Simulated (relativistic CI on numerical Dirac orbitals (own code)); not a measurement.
# Ions with 16 electrons, Yb⁵⁴⁺ to Re⁵⁹⁺: levels along an isoelectronic sequence, part 2 of 2

Aim: follow the lowest levels of 16-electron ions as the nuclear charge grows, with one list of configurations.

Calculated with an in-house relativistic CI code, version 4; Dirac-Coulomb-Breit CI, KLI orbitals optimised for each configuration.

## Step 5: Ta⁵⁷⁺ (Z = 73)

Settings, as recorded:

```ini
atom Ta  Z=73  charge=57  electrons=16
nucleus A=181  rms_radius_fm=5.3507
hamiltonian dirac-coulomb  breit=on  qed=on  c_scale=1
orbitals kli  potential=per-configuration
slater_scale 1
correlation none
mixing on
configurations
  [Ne] 3s2 3p4
  [Ne] 3s 3p5
  [Ne] 3p6
  [Ne] 3s2 3p3 3d
  [Ne] 3s 3p4 3d
  [Ne] 3s2 3p2 3d2
  [Ne] 3s2 3p 3d3
  [Ne] 3s 3p2 3d3
end
```

Results of the run:

```text
{
  "status": "converged",
  "levels [i, E_cm, J2, conf, term, w_term, jj, w_jj, g, tau_s]": [
    [0, 0, 4, "3s2 3p4", "3P", 0.6819, "3p3/2^2", 0.9924, 1.331, "-"],
    [1, 157142.04, 0, "3s2 3p4", "1S", 0.6347, "3p3/2^2", 0.9899, "-", 0.07065],
    [2, 1888223.2, 4, "3s2 3p3 3d", "3D*", 0.316, "3p3/2 3d3/2", 0.9922, 1.043, 1.129e-10],
    [3, 1956505.2, 2, "3s2 3p3 3d", "3D*", 0.3261, "3p3/2 3d3/2", 0.9886, 1.108, 5.251e-11],
    [4, 1959415.3, 6, "3s2 3p3 3d", "3F*", 0.279, "3p3/2 3d3/2", 0.9767, 1.089, 6.818e-10],
    [5, 1962762.1, 0, "3s2 3p3 3d", "3P*", 0.6161, "3p3/2 3d3/2", 0.9951, "-", 0.05805],
    [6, 2524230.8, 8, "3s2 3p3 3d", "3F*", 0.4983, "3p3/2 3d5/2", 0.9956, 1.251, 4.703e-07],
    [7, 2581982.4, 4, "3s2 3p3 3d", "3D*", 0.3347, "3p3/2 3d5/2", 0.9758, 1.236, 7.487e-12],
    [8, 2620432.4, 2, "3s2 3p4", "3P", 0.989, "3p1/2 3p3/2^3", 0.989, 1.489, 2.653e-09],
    [9, 2698261.5, 4, "3s2 3p4", "1D", 0.6786, "3p1/2 3p3/2^3", 0.9878, 1.143, 4.23e-09],
    [10, 2737183.1, 6, "3s2 3p3 3d", "3D*", 0.4196, "3p3/2 3d5/2", 0.9624, 1.198, 2.002e-12],
    [11, 2824613.6, 2, "3s2 3p3 3d", "3D*", 0.352, "3p3/2 3d5/2", 0.9816, 1.051, 3.143e-12],
    [12, 3812656, 4, "3s2 3p2 3d2", "3F", 0.3982, "3p1/2^2 3d3/2^2", 0.9869, 0.7502, 3.668e-11],
    [13, 4011372.2, 0, "3s2 3p2 3d2", "3P", 0.5779, "3p1/2^2 3d3/2^2", 0.9775, "-", 2.65e-11],
    "... 26 more rows left out ..."
  ],
  "n_levels_all": 847,
  "total_energy [Ha]": -12126.105533,
  "configurations [conf, odd, states, E_av_cm, breit_Ha, qed_Ha, corr_Ha]": [
    ["3s2 3p4", 0, 15, 1.85873e+06, 13.9, 11.05, "-"],
    ["3s 3p5", 1, 12, 5.23766e+06, 13.95, 10.9, "-"],
    ["3p6", 0, 1, 8.80248e+06, 14.01, 10.74, "-"],
    ["3s2 3p3 3d", 1, 200, 5.03474e+06, 13.75, 11.03, "-"],
    ["3s 3p4 3d", 0, 300, 8.33369e+06, 13.8, 10.88, "-"],
    ["3s2 3p2 3d2", 0, 675, 8.28248e+06, 13.6, 11.01, "-"],
    ["3s2 3p 3d3", 1, 720, 1.16018e+07, 13.46, 10.99, "-"],
    ["3s 3p2 3d3", 0, 3600, 1.47409e+07, 13.51, 10.83, "-"]
  ]
}
```

Wall time 0.69 s (1 thread of Intel Xeon Platinum 8488C (Sapphire Rapids), shared host).

## Step 6: W⁵⁸⁺ (Z = 74)

The settings differ from step 5 so:

```diff
@@ -1,3 +1,3 @@
-atom Ta  Z=73  charge=57  electrons=16
-nucleus A=181  rms_radius_fm=5.3507
+atom W  Z=74  charge=58  electrons=16
+nucleus A=184  rms_radius_fm=5.3658
 hamiltonian dirac-coulomb  breit=on  qed=on  c_scale=1
```

Results of the run:

```text
{
  "status": "converged",
  "levels [i, E_cm, J2, conf, term, w_term, jj, w_jj, g, tau_s]": [
    [0, 0, 4, "3s2 3p4", "3P", 0.6812, "3p3/2^2", 0.9928, 1.33, "-"],
    [1, 160052.84, 0, "3s2 3p4", "1S", 0.6362, "3p3/2^2", 0.9903, "-", 0.06862],
    [2, 1920948.2, 4, "3s2 3p3 3d", "3D*", 0.3168, "3p3/2 3d3/2", 0.9927, 1.043, 1.079e-10],
    [3, 1990977.2, 2, "3s2 3p3 3d", "3D*", 0.3285, "3p3/2 3d3/2", 0.9896, 1.105, 4.991e-11],
    [4, 1993598, 6, "3s2 3p3 3d", "3F*", 0.2786, "3p3/2 3d3/2", 0.9785, 1.087, 6.054e-10],
    [5, 1996991.6, 0, "3s2 3p3 3d", "3P*", 0.6186, "3p3/2 3d3/2", 0.9955, "-", 0.06315],
    [6, 2597255.3, 8, "3s2 3p3 3d", "3F*", 0.4997, "3p3/2 3d5/2", 0.996, 1.25, 3.871e-07],
    [7, 2657575.1, 4, "3s2 3p3 3d", "3D*", 0.3355, "3p3/2 3d5/2", 0.9781, 1.234, 6.855e-12],
    [8, 2799428.7, 2, "3s2 3p4", "3P", 0.9893, "3p1/2 3p3/2^3", 0.9893, 1.489, 2.155e-09],
    [9, 2814095, 6, "3s2 3p3 3d", "3D*", 0.4236, "3p3/2 3d5/2", 0.9654, 1.199, 1.877e-12],
    [10, 2878273, 4, "3s2 3p4", "1D", 0.6779, "3p1/2 3p3/2^3", 0.9881, 1.143, 3.234e-09],
    [11, 2903600.7, 2, "3s2 3p3 3d", "3D*", 0.3499, "3p3/2 3d5/2", 0.9832, 1.052, 2.948e-12],
    [12, 3880199.9, 4, "3s2 3p2 3d2", "3F", 0.3992, "3p1/2^2 3d3/2^2", 0.9881, 0.7512, 3.502e-11],
    [13, 4083275.6, 0, "3s2 3p2 3d2", "3P", 0.5792, "3p1/2^2 3d3/2^2", 0.9794, "-", 2.529e-11],
    "... 26 more rows left out ..."
  ],
  "n_levels_all": 847,
  "total_energy [Ha]": -12501.782028,
  "configurations [conf, odd, states, E_av_cm, breit_Ha, qed_Ha, corr_Ha]": [
    ["3s2 3p4", 0, 15, 1.97876e+06, 14.55, 11.6, "-"],
    ["3s 3p5", 1, 12, 5.51202e+06, 14.6, 11.44, "-"],
    ["3p6", 0, 1, 9.23439e+06, 14.66, 11.28, "-"],
    ["3s2 3p3 3d", 1, 200, 5.27227e+06, 14.39, 11.58, "-"],
    ["3s 3p4 3d", 0, 300, 8.72411e+06, 14.44, 11.42, "-"],
    ["3s2 3p2 3d2", 0, 675, 8.63872e+06, 14.24, 11.56, "-"],
    ["3s2 3p 3d3", 1, 720, 1.20779e+07, 14.09, 11.54, "-"],
    ["3s 3p2 3d3", 0, 3600, 1.5367e+07, 14.14, 11.38, "-"]
  ]
}
```

Wall time 0.62 s (1 thread of Intel Xeon Platinum 8488C (Sapphire Rapids), shared host).

## Step 7: Re⁵⁹⁺ (Z = 75)

The settings differ from step 6 so:

```diff
@@ -1,3 +1,3 @@
-atom W  Z=74  charge=58  electrons=16
-nucleus A=184  rms_radius_fm=5.3658
+atom Re  Z=75  charge=59  electrons=16
+nucleus A=187  rms_radius_fm=5.3698
 hamiltonian dirac-coulomb  breit=on  qed=on  c_scale=1
```

Results of the run:

```text
{
  "status": "converged",
  "levels [i, E_cm, J2, conf, term, w_term, jj, w_jj, g, tau_s]": [
    [0, 0, 4, "3s2 3p4", "3P", 0.6805, "3p3/2^2", 0.9931, 1.329, "-"],
    [1, 162970.31, 0, "3s2 3p4", "1S", 0.6376, "3p3/2^2", 0.9907, "-", 0.06669],
    [2, 1953786.2, 4, "3s2 3p3 3d", "3D*", 0.3175, "3p3/2 3d3/2", 0.9932, 1.042, 1.032e-10],
    [3, 2025542.4, 2, "3s2 3p3 3d", "3D*", 0.3307, "3p3/2 3d3/2", 0.9904, 1.102, 4.756e-11],
    [4, 2027878, 6, "3s2 3p3 3d", "3F*", 0.2782, "3p3/2 3d3/2", 0.9802, 1.084, 5.422e-10],
    [5, 2031337.8, 0, "3s2 3p3 3d", "3P*", 0.621, "3p3/2 3d3/2", 0.9959, "-", 0.06833],
    [6, 2672347, 8, "3s2 3p3 3d", "3F*", 0.5011, "3p3/2 3d5/2", 0.9963, 1.249, 3.196e-07],
    [7, 2735173.1, 4, "3s2 3p3 3d", "3D*", 0.3362, "3p3/2 3d5/2", 0.9801, 1.232, 6.292e-12],
    [8, 2893074.8, 6, "3s2 3p3 3d", "3D*", 0.4274, "3p3/2 3d5/2", 0.9682, 1.2, 1.762e-12],
    [9, 2984644.3, 2, "3s2 3p3 3d", "3D*", 0.3478, "3p3/2 3d5/2", 0.9846, 1.053, 2.765e-12],
    [10, 2988303, 2, "3s2 3p4", "3P", 0.9896, "3p1/2 3p3/2^3", 0.9896, 1.488, 1.754e-09],
    [11, 3068152.7, 4, "3s2 3p4", "1D", 0.6772, "3p1/2 3p3/2^3", 0.9884, 1.143, 2.489e-09],
    [12, 3947972.1, 4, "3s2 3p2 3d2", "3F", 0.4001, "3p1/2^2 3d3/2^2", 0.9891, 0.7522, 3.349e-11],
    [13, 4155393.8, 0, "3s2 3p2 3d2", "3P", 0.5804, "3p1/2^2 3d3/2^2", 0.9811, "-", 2.419e-11],
    "... 26 more rows left out ..."
  ],
  "n_levels_all": 847,
  "total_energy [Ha]": -12884.561741,
  "configurations [conf, odd, states, E_av_cm, breit_Ha, qed_Ha, corr_Ha]": [
    ["3s2 3p4", 0, 15, 2.10535e+06, 15.22, 12.18, "-"],
    ["3s 3p5", 1, 12, 5.8e+06, 15.27, 12.01, "-"],
    ["3p6", 0, 1, 9.68703e+06, 15.33, 11.84, "-"],
    ["3s2 3p3 3d", 1, 200, 5.52097e+06, 15.05, 12.16, "-"],
    ["3s 3p4 3d", 0, 300, 9.13276e+06, 15.1, 11.99, "-"],
    ["3s2 3p2 3d2", 0, 675, 9.01072e+06, 14.89, 12.13, "-"],
    ["3s2 3p 3d3", 1, 720, 1.25745e+07, 14.74, 12.11, "-"],
    ["3s 3p2 3d3", 0, 3600, 1.60206e+07, 14.78, 11.94, "-"]
  ]
}
```

It took 0.7 s on 1 thread of Intel Xeon Platinum 8488C (Sapphire Rapids), shared host.

## Step 8: Along the sequence

```
  ion       lowest level  LS (%)  jj (%)  excitation 1 (eV)  excitation 2 (eV)  excitation 3 (eV)
Yb⁵⁴⁺  3p4 [3p3/2^2] J=2      68      99              18.40             222.02             229.82
Lu⁵⁵⁺  3p4 [3p3/2^2] J=2      68      99              18.76             226.04             234.06
Hf⁵⁶⁺  3p4 [3p3/2^2] J=2      68      99              19.12             230.07             238.31
Ta⁵⁷⁺  3p4 [3p3/2^2] J=2      68      99              19.48             234.11             242.58
 W⁵⁸⁺  3p4 [3p3/2^2] J=2      68      99              19.84             238.17             246.85
Re⁵⁹⁺  3p4 [3p3/2^2] J=2      68      99              20.21             242.24             251.14
```

Levels followed by label (eV):

```
 Z  3p4 [3p3/2^2] J=2  3p4 [3p3/2^2] J=0  3p3 3d [3p3/2 3d3/2] J=0°  3p4 3P1  3p4 [3p1/2 3p3/2^3] J=2
70               0.00              18.40                     230.70   265.13                   274.40
71               0.00              18.76                     234.91   283.97                   293.36
72               0.00              19.12                     239.12   303.87                   313.39
73               0.00              19.48                     243.35   324.89                   334.54
74               0.00              19.84                     247.60   347.08                   356.86
75               0.00              20.21                     251.85   370.50                   380.40
```

## Step 9: Summary of results

The summary covers parts 1 to 2.

```
                        quantity                        value
         lowest level, first ion            3p4 [3p3/2^2] J=2
          lowest level, last ion            3p4 [3p3/2^2] J=2
     changes of the lowest level                         none
             interval 3P1 to 3P2  2.138e+06 to 2.988e+06 cm⁻¹
mean jj purity of the low levels                         99 %
```

In words: The lowest level stays 3p4 [3p3/2^2] J=2 throughout. The fine-structure interval of 3p4 3P grows as about Z to the power 4.9 over this range, steeper than the fourth power of a bare nucleus: screening and higher orders in (Zα)² of the Dirac splitting both add to it. Only the listed configurations are in the model.
